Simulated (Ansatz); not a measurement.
Run this with Ansatz's Python interface and show what comes out.

`field.py`
```python
import ansatz as az
import numpy as np

mol = (
    az.Crystal.molecule()
    .atom('Si', [-0.6817, 0.9474, -0.982])
    .atom('Si', [0.1349, -0.7267, 0.1393])
    .atom('Te', [1.3412, 0.1403, 2.103])
    .atom('H', [-1.3877, 0.4963, -2.1678])
    .atom('H', [0.3558, 1.8746, -1.4544])
    .atom('H', [-1.6503, 1.7525, -0.1224])
    .atom('H', [-0.9164, -1.6115, 0.5911])
    .atom('H', [1.1001, -1.4515, -0.7356])
    .atom('H', [1.7926, -1.4677, 2.6116])
)

base = (
    mol.calculation()
    .basis(gaussian='def2-SVPD')
    .functional('pbe')
    .forces()
)
centre = np.mean([site.position_ang for site in mol.cartesian_sites], axis=0)
field = 2 * 14.399645 * 4.0 / 30.0 ** 2


def dipole(axis, sign):
    arm = 30.0 * np.eye(3)[axis]
    pair = [{'charge': sign * 4.0, 'position_ang': (centre - arm).tolist()}, {'charge': -sign * 4.0, 'position_ang': (centre + arm).tolist()}]
    deck = base.input().set(az.key.basis.gaussian.point_charges, pair)
    return np.array(az.Session.from_dict(deck).plan().execute().report['charge_distribution']['dipole_moment_e_ang'])


print(f'field {field:.4f} V/A')
alpha = np.array([(dipole(axis, 1) - dipole(axis, -1)) / (2 * field) * 14.399645 for axis in range(3)])
print('polarisability tensor (A^3)')
print(np.array2string(alpha, precision=3, suppress_small=True))
print(f'mean {np.trace(alpha) / 3:.3f} A^3 = {np.trace(alpha) / 3 / 0.14818471:.2f} bohr^3')
```

```console
$ python field.py
field 0.1280 V/A
polarisability tensor (A^3)
[[14.85  -0.608  2.818]
 [-0.611 14.391 -0.595]
 [ 2.843 -0.59  17.613]]
mean 15.618 A^3 = 105.40 bohr^3
```

Reading the output:
- These settings explore the input space; basis and method may be short of convergence.
- The geometry is a force-field or estimated start, not a minimum of this method, and the basis set is short of its limit. The field of two point charges is only nearly even.
- def2 sets replace the cores of elements past krypton by effective core potentials.
- Wall time of the script: 28 s on 1 thread of Arm Neoverse V2, on a shared host, peak memory 0.24 GiB.

(Lines on the test bed's own set-up are left out of the output.)
